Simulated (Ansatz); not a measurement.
# BePt (Fm-3m) in Ansatz: convergence with k mesh

Aim: find how far k mesh must go before the results for BePt settle, at PBE. This setting moves, with any that are tied to it; all else stays.

Program: Ansatz 0.2.0. These are calculated values, not measurements. Logs are shortened: lines on timing, memory, paths and dates and some standing lists are left out, and cuts for length are marked.

### 1 The crystal as given

Symmetry: Fm-3m, No. 225, cubic system. Conventional cell: a = 4.565 Å, b = 4.565 Å, c = 4.565 Å, α = 90.00°, β = 90.00°, γ = 90.00°. Around Be (site symmetry m-3m) lie 6 Pt at 2.28 Å. Around Pt (site symmetry m-3m) lie 6 Be at 2.28 Å.

The cell was built by a generator and needn't be a form met in nature.

### 2 With k mesh 3 × 3 × 3

Input file input.yaml:

```yaml
crystal:
  lattice:
    - [0.0, 2.28249405, 2.28249405]
    - [2.28249405, 0.0, 2.28249405]
    - [2.28249405, 2.28249405, 0.0]
  atoms:
    - { symbol: Be, position: [0.0, 0.0, 0.0] }
    - { symbol: Pt, position: [0.5, 0.5, 0.5] }
hamiltonian:
  xc: pbe
  pseudopotentials: { kind: paw_fr }
magnetization:
  noncollinear: true
  spin_orbit: true
kpoints:
  mp_grid: { grid: [3, 3, 3] }
scf:
  occupations: { method: fermi_dirac, width: 0.1 }
output:
  forces: true
  stress: true
  eigenvalues: true
```

Potentials or basis: Ansatz PAW.

Launch:

```sh
$ ansatz run input.yaml --threads 2 --pin off --max-ram 5632MiB --backend cpu --events-out ev --progress --plain --runs-dir out
```

Wall time 0.63 s (2 threads of Arm Neoverse V1, shared host); peak memory 0.3 GiB.

Results:

```
Free energy            : -12651.3025 eV
Pressure               : 5.4 GPa
Band gap on the k mesh : 2.59 eV, direct
```

### 3 With k mesh 4 × 4 × 4

input.yaml, as its differences from that of step 2:

```diff
@@ -15,3 +15,3 @@
 kpoints:
-  mp_grid: { grid: [3, 3, 3] }
+  mp_grid: { grid: [4, 4, 4] }
 scf:
```

Potentials or basis: Ansatz PAW.

Launch:

```sh
$ ansatz run input.yaml --threads 2 --pin off --max-ram 5632MiB --backend cpu --events-out ev --progress --plain --runs-dir out
```

Wall time 0.85 s (2 threads of Arm Neoverse V1, shared host); peak memory 0.3 GiB.

Results:

```
Free energy            : -12650.6541 eV
Pressure               : 13.6 GPa
Band gap on the k mesh : none (metal or under the smearing width)
```

### 4 With k mesh 5 × 5 × 5

input.yaml, as its differences from that of step 3:

```diff
@@ -15,3 +15,3 @@
 kpoints:
-  mp_grid: { grid: [4, 4, 4] }
+  mp_grid: { grid: [5, 5, 5] }
 scf:
```

Launch:

```sh
$ ansatz run input.yaml --threads 2 --pin off --max-ram 5632MiB --backend cpu --events-out ev --progress --plain --runs-dir out
```

Run time: 0.94 s. Hardware: 2 threads of Arm Neoverse V1, shared host; peak memory 0.31 GiB.

Results:

```yaml
Free_energy: -12650.8013 eV
Pressure: 10.7 GPa
```

### 5 With k mesh 6 × 6 × 6

input.yaml, as its differences from that of step 4:

```diff
@@ -15,3 +15,3 @@
 kpoints:
-  mp_grid: { grid: [5, 5, 5] }
+  mp_grid: { grid: [6, 6, 6] }
 scf:
```

Launch:

```sh
$ ansatz run input.yaml --threads 2 --pin off --max-ram 5632MiB --backend cpu --events-out ev --progress --plain --runs-dir out
```

Wall time 1.2 s (2 threads of Arm Neoverse V1, shared host); peak memory 0.32 GiB.

Results:

```yaml
Free_energy: -12650.7455 eV
Pressure: 12.2 GPa
```

### 6 With k mesh 7 × 7 × 7

input.yaml, as its differences from that of step 5:

```diff
@@ -15,3 +15,3 @@
 kpoints:
-  mp_grid: { grid: [6, 6, 6] }
+  mp_grid: { grid: [7, 7, 7] }
 scf:
```

Potentials or basis: Ansatz PAW.

Launch:

```sh
$ ansatz run input.yaml --threads 2 --pin off --max-ram 5632MiB --backend cpu --events-out ev --progress --plain --runs-dir out
```

Run time: 1.4 s. Hardware: 2 threads of Arm Neoverse V1, shared host; peak memory 0.33 GiB.

The run converged. Its results:

```
Free energy : -12650.7845 eV
Pressure    : 11.3 GPa
```

### 7 With k mesh 9 × 9 × 9

input.yaml, as its differences from that of step 6:

```diff
@@ -15,3 +15,3 @@
 kpoints:
-  mp_grid: { grid: [7, 7, 7] }
+  mp_grid: { grid: [9, 9, 9] }
 scf:
```

Launch:

```sh
$ ansatz run input.yaml --threads 2 --pin off --max-ram 5632MiB --backend cpu --events-out ev --progress --plain --runs-dir out
```

Run time: 2.1 s. Hardware: 2 threads of Arm Neoverse V1, shared host; peak memory 0.36 GiB.

The run converged. Its results:

| Property | Result |
| --- | --- |
| Free energy | -12650.7747 eV |
| Pressure | 11.6 GPa |
| Band gap on the k mesh | none (metal or under the smearing width) |

### 8 With k mesh 11 × 11 × 11

input.yaml, as its differences from that of step 7:

```diff
@@ -15,3 +15,3 @@
 kpoints:
-  mp_grid: { grid: [9, 9, 9] }
+  mp_grid: { grid: [11, 11, 11] }
 scf:
```

Launch:

```sh
$ ansatz run input.yaml --threads 2 --pin off --max-ram 5632MiB --backend cpu --events-out ev --progress --plain --runs-dir out
```

It took 3 s on 2 threads of Arm Neoverse V1, shared host; peak memory 0.38 GiB.

The run converged. Its results:

```yaml
Free_energy: -12650.7763 eV
Pressure: 11.5 GPa
Band_gap_on_the_k_mesh: none (metal or under the smearing width)
```

### 9 With k mesh 14 × 14 × 14

input.yaml, as its differences from that of step 8:

```diff
@@ -15,3 +15,3 @@
 kpoints:
-  mp_grid: { grid: [11, 11, 11] }
+  mp_grid: { grid: [14, 14, 14] }
 scf:
```

Potentials or basis: Ansatz PAW.

Launch:

```sh
$ ansatz run input.yaml --threads 2 --pin off --max-ram 5632MiB --backend cpu --events-out ev --progress --plain --runs-dir out
```

Run time: 5.3 s. Hardware: 2 threads of Arm Neoverse V1, shared host; peak memory 0.42 GiB.

It converged, with:

```yaml
Free_energy: -12650.7754 eV
Pressure: 11.6 GPa
Band_gap_on_the_k_mesh: none (metal or under the smearing width)
```

### 10 With k mesh 16 × 16 × 16

input.yaml, as its differences from that of step 9:

```diff
@@ -15,3 +15,3 @@
 kpoints:
-  mp_grid: { grid: [14, 14, 14] }
+  mp_grid: { grid: [16, 16, 16] }
 scf:
```

Potentials or basis: Ansatz PAW.

Launch:

```sh
$ ansatz run input.yaml --threads 2 --pin off --max-ram 5632MiB --backend cpu --events-out ev --progress --plain --runs-dir out
```

Log:

```text
Warning: RAYON_NUM_THREADS=2 ignored (pool sized by the plan → 2); use --threads N
Engine: ansatz 0.2.0, aarch64-unknown-linux-gnu
Pseudopotentials: kind: paw_fr
Pseudopotential: Be, paw_fr, valence charge 2, recommended cutoff 420 eV (normal), Be.paw.azcp#standard-fr
Pseudopotential: Pt, paw_fr, valence charge 18, recommended cutoff 420 eV (normal), Pt.paw.azcp#standard-fr
Functional definition: PBE
  parameter kappa = 0.804
  parameter beta = 0.06672455060314922
  exchange = pbe_x(kappa = kappa, mu = beta*pi^2/3)
  correlation = pbe_c(beta = beta)
non-collinear run that drives no moment, with spin-orbit: no starting moment large enough to seed its density (crystal.atoms[].spin), no starting occupations that ask for one, no magnetisation constraint and no magnetic field, so the semilocal B_xc is pinned to zero
Crystal: 2 atoms, lattice volume = 23.783 Å³
Basis set: ecut = 420 eV, 459 PW (Γ), exchange–correlation on 48×48×48 points (8 copies of the dense FFT grid, shifted against one another)
Bands: 28, of which v1, the nominal top of the filled ones, is band 20 counted from 1 (19 counted from 0)
Symmetry: 48 space group operations + 48 with time reversal
Magnetic group: BNS 225.117 (UNI 1619), of the structure as read, at distance tolerance 2.9e-5 Å
k-points: 145 of 4096
Projection manifold: j_resolved (fully-relativistic pseudo-atomic orbitals)
Non-local potential: Be, projectors of the file, l = 0: 2, l = 1: 4, l = 2: 2
Non-local potential: Pt, projectors of the file, l = 0: 3, l = 1: 4, l = 2: 4, l = 3: 2
PAW form: soft (Blöchl's): semilocal exchange-correlation on the pseudo side does not see the compensation charge
PAW one-centre angular grid: Be, 110 points (default); XC on 64 Gauss nodes
PAW one-centre angular grid: Pt, 590 points (default); XC on 64 Gauss nodes
Initial density: superposition of atomic densities (chi_scale 0.1, normalization cell, long waves kept (reshape's long-wave potential 0.00 eV rms))
Initial wavefunctions: pseudopotential atomic-orbital guess
Functional: x = pbe(κ = 0.804, μ = 0.2195149727645171), c = pbe(β = 0.06672455060314922)
SCF iter   1: F=—  HF=-12651.655580 eV  |F-HF|=—  |Δ(HF+E_count)|=         —  Δρ=1.03e-1  dr2=3.37e0  dr2_m=0.00e0 (ungated)  ethr=3.10e-3  |M|=0.00e0 ∫|m|=0.00e0 μB  |m|>n=0.0e0 m-floor=0.0e0 τ_xc=0.0e0  β_m=0.30  ⟨swp⟩=7.1  Hψ=10856  notcnv=0  defer=26
preconditioner: auto → none  [metal: Δε(μ)=0.108 eV  Ē_g=10.129 eV  σ=0.100 eV  W_gap=0.26  n_scr=8 (ndim 8)  ℏωp=26.4 eV  f_vac=0.000  D(μ)=0.62/eV (n_scr^D=0)  sad-step TF]
SCF iter   2: F=—  HF=-12651.028856 eV  |F-HF|=—  |Δ(HF+E_count)|=   6.27e-1  Δρ=5.62e-2  dr2=9.82e-1  dr2_m=0.00e0 (ungated)  ethr=3.10e-3  |M|=0.00e0 ∫|m|=0.00e0 μB  |m|>n=0.0e0 m-floor=0.0e0 τ_xc=0.0e0  β_m=0.47  ⟨swp⟩=2.6  Hψ=3684  notcnv=0  defer=268
SCF iter   3: F=—  HF=-12650.772116 eV  |F-HF|=—  |Δ(HF+E_count)|=   2.57e-1  Δρ=9.94e-3  dr2=1.05e-2  dr2_m=0.00e0 (ungated)  ethr=3.10e-3  |M|=0.00e0 ∫|m|=0.00e0 μB  |m|>n=0.0e0 m-floor=0.0e0 τ_xc=0.0e0  β_m=0.73  ⟨swp⟩=2.0  Hψ=3191  notcnv=0  defer=268
SCF iter   4: F=—  HF=-12650.776150 eV  |F-HF|=—  |Δ(HF+E_count)|=   4.03e-3  Δρ=1.84e-3  dr2=1.16e-3  dr2_m=0.00e0 (ungated)  ethr=5.23e-5  |M|=0.00e0 ∫|m|=0.00e0 μB  |m|>n=0.0e0 m-floor=0.0e0 τ_xc=0.0e0  β_m=0.66  ⟨swp⟩=2.2  Hψ=3217  notcnv=0  defer=268
SCF iter   5: F=—  HF=-12650.775769 eV  |F-HF|=—  |Δ(HF+E_count)|=   3.80e-4  Δρ=3.92e-4  dr2=4.02e-5  dr2_m=0.00e0 (ungated)  ethr=5.81e-6  |M|=0.00e0 ∫|m|=0.00e0 μB  |m|>n=0.0e0 m-floor=0.0e0 τ_xc=0.0e0  β_m=0.79  ⟨swp⟩=2.2  Hψ=2414  notcnv=0  defer=268
SCF iter   6: F=—  HF=-12650.775764 eV  |F-HF|=—  |Δ(HF+E_count)|=   5.52e-6  Δρ=3.97e-5  dr2=1.58e-7  dr2_m=0.00e0 (ungated)  ethr=2.01e-7  |M|=0.00e0 ∫|m|=0.00e0 μB  |m|>n=0.0e0 m-floor=0.0e0 τ_xc=0.0e0  β_m=0.89  ⟨swp⟩=2.2  Hψ=2598  notcnv=0  defer=268
SCF iter   7: F=-12650.775764 eV  HF=-12650.775764 eV  |F-HF|=1.69e-9  |Δ(HF+E_count)|=   6.78e-9  Δρ=4.80e-6  dr2=2.34e-9  dr2_m=0.00e0 (ungated)  ethr=5.00e-10  |M|=0.00e0 ∫|m|=0.00e0 μB  |m|>n=0.0e0 m-floor=0.0e0 τ_xc=0.0e0  ⟨swp⟩=8.2  Hψ=8523  notcnv=0
SCF 1 converged in 7 iterations: F = -12650.775764 eV  dr2 = 2.34e-9
SCF converged after 7 iterations
Magnetization: |M| = 0.0000 μB,  M = (+0.0000, +0.0000, +0.0000) μB
Absolute magnetization: 0.0000 μB (∫|m|)
  site 0: m = (+0.0000, +0.0000, +0.0000) μB, |m| = 0.0000 μB  (R = 0.94 Å)
  site 1: m = (+0.0000, +0.0000, +0.0000) μB, |m| = 0.0000 μB  (R = 0.94 Å)
Free energy (F): -12650.775764 eV
Harris-Foulkes:  -12650.775764 eV  (|F-HF|=1.69e-9)
Internal energy: -12650.755322 eV  (E = F + TS)
E sigma→0 (E₀):  -12650.765543 eV
Entropy (-TS):   -0.020442 eV (-10.221 meV/atom)
Fermi energy:    17.453930 eV
--- Per-component energies (eV) ---
  E_band       = -219.978853
  E_kinetic    = 661.476996
  E_local      = -1910.098126  (includes V_loc(G=0)·N_el)
  E_nonlocal   = 193.411116
  E_hartree    = 723.367520
  E_xc         = -282.654331
  E_vxc        = -325.123994  (∫ρ·V_xc dr)
  E_paw        = -9540.688674  (= ΣΔE_a)
  E_vpaw       = -286.382152  (= ΣTr[D̂ρ^β])
  E_aug_tail   = 0.000170  (compensation charges beyond the density's cutoff)
  E_ewald      = -2495.569993
  E_smearing   = -0.020442  (= −TS)
  E_closure    = 0.000000  (closes the sum)
  Σ components = -12650.775764   (vs F -12650.775764, Δ=0.00e0)
--- Forces (eV/Å), atoms counted from 1 ---
  atom   1  Be    -0.00000000     0.00000000    -0.00000000
  atom   2  Pt     0.00000000    -0.00000000    -0.00000000
  max |Σ_I F_I| component: 4.50e-29 eV/Å
--- Stress (GPa, compression-positive) ---
       11.600405       0.000000      -0.000000
        0.000000      11.600405      -0.000000
       -0.000000      -0.000000      11.600405
  P = ⅓ Tr σ = 11.6004 GPa (116.004 kbar)
--- Band table (eV; the first three rows and the last of 145) ---
  k-point 0: bands = ["-80.9139", "-80.9139", "-46.2689", "-46.2689", "-31.3086", "-31.3086", "-31.3086", "-31.3086", "7.1168", "7.1168", "13.0162", "13.0162", "13.0162", "13.0162", "14.0720", "14.0720", "14.5797", "14.5797", "14.5797", "14.5797", "22.9123", "22.9123", "23.3887", "23.3887", "23.3888", "23.3888", "29.2350", "29.2350"]
  k-point 1: bands = ["-80.9138", "-80.9138", "-46.2696", "-46.2696", "-31.3119", "-31.3119", "-31.3092", "-31.3092", "7.2105", "7.2105", "13.0070", "13.0070", "13.0090", "13.0090", "14.0769", "14.0769", "14.4945", "14.4945", "14.5657", "14.5657", "22.9546", "22.9546", "23.4198", "23.4198", "23.5514", "23.5514", "29.3178", "29.3178"]
  k-point 2: bands = ["-80.9134", "-80.9134", "-46.2713", "-46.2713", "-31.3213", "-31.3213", "-31.3111", "-31.3111", "7.4854", "7.4854", "12.9610", "12.9610", "12.9650", "12.9650", "14.0997", "14.0997", "14.2919", "14.2919", "14.5638", "14.5638", "22.7472", "22.7472", "23.7966", "23.7966", "24.0109", "24.0109", "29.4500", "29.4500"]
  k-point 144: bands = ["-80.9096", "-80.9096", "-46.2903", "-46.2903", "-31.3906", "-31.3906", "-31.3671", "-31.3671", "11.2693", "11.2693", "12.3190", "12.3190", "12.6419", "12.6419", "13.2869", "13.2869", "15.9772", "15.9772", "18.0162", "18.0162", "18.4130", "18.4130", "18.8868", "18.8868", "22.4998", "22.4998", "31.2743", "31.2743"]
```

Wall time 7.1 s (2 threads of Arm Neoverse V1, shared host); peak memory 0.46 GiB.

What came out:

```
Free energy            : -12650.7758 eV
Pressure               : 11.6 GPa
Band gap on the k mesh : none (metal or under the smearing width)
```

### 11 Summary

```tsv
k mesh	energy less the tightest run, at zero smearing (meV/atom)	pressure (GPa)	SCF cycles	CPU time (s)	peak memory (GiB)
3 × 3 × 3	-268.48	5.40	7	1	0.3
4 × 4 × 4	64.32	13.61	7	1.5	0.3
5 × 5 × 5	-12.92	10.71	7	1.6	0.31
6 × 6 × 6	17.21	12.18	7	2.2	0.32
7 × 7 × 7	-5.07	11.27	7	2.6	0.33
9 × 9 × 9	1.53	11.61	7	4	0.36
11 × 11 × 11	-0.58	11.53	7	5.8	0.38
14 × 14 × 14	0.38	11.61	7	10	0.42
16 × 16 × 16	0.00	11.60	7	14	0.46
```

Against the tightest run, the energy stays within 1 meV/atom from 11 × 11 × 11 on; the pressure stays within 0.1 GPa from 9 × 9 × 9 on. Meshes of other sizes hit other points, so gaps and Fermi surfaces needn't settle smoothly. The tightest run that finished is the yardstick and may itself not be fully converged.
